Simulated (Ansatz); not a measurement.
# NbRh: the cost of one run

Computed with Ansatz 0.2.0 (DFT LDA, with the methods named in each step, unless a step's input says otherwise).

2 further runs of the same task are left out: 2 that didn't finish.

## 1. Starting point

The structure is tetragonal, space group P4/mmm (No. 123). Conventional cell: a = 2.842 Å, b = 2.842 Å, c = 3.809 Å, α = 90.00°, β = 90.00°, γ = 90.00°. Around Nb (site symmetry 4/mmm) lie 8 Rh at 2.77 Å and 4 Nb at 2.84 Å. Around Rh (site symmetry 4/mmm) lie 8 Nb at 2.77 Å and 4 Rh at 2.84 Å.

As a file:

```cif
data_structure
_symmetry_space_group_name_H-M 'P 1'
_symmetry_Int_Tables_number 1
_cell_length_a 2.8420
_cell_length_b 2.8420
_cell_length_c 3.8090
_cell_angle_alpha 90.000
_cell_angle_beta 90.000
_cell_angle_gamma 90.000
_cell_volume 30.77
loop_
_atom_site_label
_atom_site_type_symbol
_atom_site_fract_x
_atom_site_fract_y
_atom_site_fract_z
_atom_site_occupancy
Nb1 Nb 0.00000 0.00000 0.00000 1
Rh1 Rh 0.50000 0.50000 0.50000 1
```

Whether this phase is the stable one at these pressures isn't tested.

Atoms are numbered in the order of the input: Nb1, Rh2.

## 2. The reference volume, LAPW

Input file input.yaml:

```yaml
crystal:
  lattice:
    - [2.842, 0.0, 0.0]
    - [0.0, 2.842, 0.0]
    - [0.0, 0.0, 3.809]
  atoms:
    - { symbol: Nb, position: [0.0, 0.0, 0.0] }
    - { symbol: Rh, position: [0.5, 0.5, 0.5] }
kpoints:
  mp_grid: { grid: [13, 13, 10] }
  band_path:
    path:
      - [0.0, 0.0, 0.0]
      - [0.0, 0.5, 0.0]
      - [0.5, 0.5, 0.0]
      - [0.0, 0.0, 0.0]
      - [0.0, 0.0, 0.5]
      - [0.0, 0.5, 0.5]
      - [0.5, 0.5, 0.5]
      - [0.0, 0.0, 0.5]
      - [0.0, 0.5, 0.0]
    npoints: 14
scf:
  occupations: { method: fermi_dirac, width: 0.05 }
hamiltonian:
  xc: lda
  pseudopotentials: { kind: all_electron, lapw: { basis_error: 0.001 } }
output:
  forces: true
  stress: true
  eigenvalues: true
  populations: true
```

The run is started by

```
ansatz run input.yaml --threads 1 --pin off --max-ram 2048MiB --backend cpu --events-out ev --progress --plain --runs-dir out
```

Q: Estimate wall time and peak memory on 1 thread of Arm Neoverse V2, shared host.

About 55 s, with a peak of 0.65 GiB.
